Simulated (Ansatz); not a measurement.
# BBrFH5N2: the cost of one run

Program: Ansatz 0.2.0. Level of theory: RKS PBE-D4/def2-SVP. These are calculated values, not measurements.

### 1 Starting point

Bond lengths: B1–F2 1.670 Å, B1–N3 1.550 Å, N3–H4 1.060 Å, N3–H5 1.060 Å, B1–N6 1.550 Å, N6–H7 1.060 Å, N6–H8 1.060 Å, B1–Br9 2.340 Å, Br9–H10 1.506 Å. Angles: F2–B1–N3 120.0°, F2–B1–N6 120.0°, F2–B1–Br9 71.6°, N3–B1–N6 120.0°, N3–B1–Br9 105.4°, N6–B1–Br9 92.8°, B1–N3–H4 120.0°, B1–N3–H5 120.0°, H4–N3–H5 120.0°, B1–N6–H7 120.0°, B1–N6–H8 120.0°, H7–N6–H8 120.0°, B1–Br9–H10 58.3°.

Structure file:

```xyz
10

B     0.0000    0.0000    0.0000
F     0.0000    0.0000    1.6700
N     1.3423    0.0000   -0.7750
H     1.8089   -0.9179   -1.0268
H     1.7937    0.9179   -1.0532
N    -1.3423    0.0000   -0.7750
H    -2.0112   -0.8164   -0.6764
H    -1.5914    0.8164   -1.4036
Br   -0.2927    2.2013    0.7379
H    -0.1405    1.0564    1.7044
```

### 2 A restrained relaxation towards end A

Springs on the bonds that form and break draw the guess towards this end; the thresholds are loose.

File input.yaml:

```yaml
crystal:
  periodic: [false, false, false]
  atoms:
    - { symbol: B, position_ang: [0.0, 0.0, 0.0] }
    - { symbol: F, position_ang: [0.0, 0.0, 1.67] }
    - { symbol: "N", position_ang: [1.3423, 0.0, -0.775] }
    - { symbol: H, position_ang: [1.8089, -0.9179, -1.0268] }
    - { symbol: H, position_ang: [1.7937, 0.9179, -1.0532] }
    - { symbol: "N", position_ang: [-1.3423, 0.0, -0.775] }
    - { symbol: H, position_ang: [-2.0112, -0.8164, -0.6764] }
    - { symbol: H, position_ang: [-1.5914, 0.8164, -1.4036] }
    - { symbol: Br, position_ang: [-0.2927, 2.2013, 0.7379] }
    - { symbol: H, position_ang: [-0.1405, 1.0564, 1.7044] }
basis:
  gaussian: { orbitals: def2-SVP }
hamiltonian:
  xc: pbe
  dispersion: d4
relax:
  f_tol: 0.15
  max_steps: 25
  restrain:
    - { distance: [0, 8], at: 3.24, k: 30.0 }
    - { distance: [9, 1], at: 2.12, k: 30.0 }
    - { distance: [0, 1], at: 1.32, k: 30.0 }
    - { distance: [9, 8], at: 1.55, k: 30.0 }
```

Launch:

```sh
ansatz run input.yaml --threads 4 --pin off --max-ram 5120MiB --backend cpu --events-out ev --progress --plain --runs-dir out
```

What time and memory should one allow on 4 threads of Arm Neoverse V1, shared host?

About 20 s, with a peak of 0.17 GiB.
